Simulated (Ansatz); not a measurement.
**HfH₂ (quintet): wave-function methods side by side at angle H2–Hf1–H3 = 125.2°, def2-SVP**

How much of the correlation energy of HfH₂ (quintet) does each wave-function method recover here?

Program: Ansatz 0.2.0, Gaussian basis. Level of theory: def2-SVP, core rule «outside noble gas», up to 4 orbitals frozen. These are calculated values, not measurements.

Plan: UHF; CCSD(T) on ROHF; CCSD(T) on UHF; CISD; CCSDT(Q) on ROHF; CCSDT(Q) on UHF; CASSCF and MRCISD+Q, 6 electrons in 6 orbitals; CASSCF and NEVPT2, 6 electrons in 6 orbitals; Full CI.

23 further runs of the same task are left out: 12 for a known fault of the program, 8 that didn't finish, 3 set aside as unsound or not needed.

## Step 1: What is computed

The geometry derives from a PBE0/def2-TZVP stationary point (not a proven minimum). One angle is set to the value named; bond lengths are kept. No spin-orbit coupling is included. Elements past krypton take def2 core potentials.

3 atoms, charge 0, spin multiplicity 5.

Atoms are counted from 1 here; the program's logs count them from 0.

Bond lengths: Hf1–H2 1.961 Å, Hf1–H3 1.961 Å. Angles: H2–Hf1–H3 125.2°.

## Step 2: UHF

Contents of in.yaml:

```yaml
crystal:
  periodic: [false, false, false]
  atoms:
    - {symbol: Hf, position_ang: [-0.010079, 0.000000, 0.000000]}
    - {symbol: H, position_ang: [0.892419, 0.000000, -1.741095]}
    - {symbol: H, position_ang: [0.892419, 0.000000, 1.741095]}
basis:
  gaussian: {orbitals: def2-SVP}
magnetization: {spin_polarized: true, initial_magnetization: 4}
hamiltonian: {xc: hf}
output: {orbitals: {seedname: orbitals}}
```

Started as:

```
$ ansatz run in.yaml --threads 1 --pin off --events-out ev --progress --plain --max-ram 2393MiB
```

The runs that follow: CCSD(T) on ROHF; CCSD(T) on UHF; CISD; CCSDT(Q) on ROHF; CCSDT(Q) on UHF; CASSCF and MRCISD+Q, 6 electrons in 6 orbitals; CASSCF and NEVPT2, 6 electrons in 6 orbitals; Full CI.

Before running them: what should the planned runs give, taken together? Wanted: FCI below the RHF energy; RMP2 from FCI; UMP2 from FCI; RCCSD from FCI; RCCSD(T) from FCI; UCCSD(T) from FCI; RCCSDT(Q) from FCI; UCCSDT(Q) from FCI; NEVPT2 pair from FCI.

**Answer**, as computed:

| quantity | value |
| --- | --- |
| FCI below the RHF energy | -1.9826 eV |
| RMP2 from FCI | +664.7 meV |
| UMP2 from FCI | +651.7 meV |
| RCCSD from FCI | +129.5 meV |
| RCCSD(T) from FCI | +40.2 meV |
| UCCSD(T) from FCI | -28.2 meV |
| RCCSDT(Q) from FCI | -4.3 meV |
| UCCSDT(Q) from FCI | -71.7 meV |
| NEVPT2 pair from FCI | +708.1 meV |
| MRCISD+Q pair from FCI | +217.6 meV |
| levels within 1 kcal/mol (43 meV) | RCCSD(T), UCCSD(T), RCCSDT, RCCSDT(Q) |
| T1 diagnostic | 0.042 |
| effectively unpaired electrons | 4.07 |

In words: RCCSD(T) misses by +40.2 meV, 2.0 % of the correlation energy. CCSD(T) misses by +40.2 meV on the restricted determinant and by -28.2 meV on the unrestricted one; the two need not hold the same state or core. UCCSD(T), UCCSDT, RCCSDT(Q), UCCSDT(Q) fall below full CI: unrestricted runs freeze a spin-polarised core, another one than full CI's, and coupled cluster isn't variational. The occupations are near whole numbers, but T1 = 0.042 shows that the orbitals relax strongly. Of the multireference levels listed MRCISD+Q pair comes nearest in total energy (+217.6 meV), which doesn't show that its space is the better one. Coupled cluster took another determinant than the lowest Hartree-Fock one. These misses are within one basis, not against nature; the frozen cores of restricted and unrestricted runs differ, which can shift their rows.
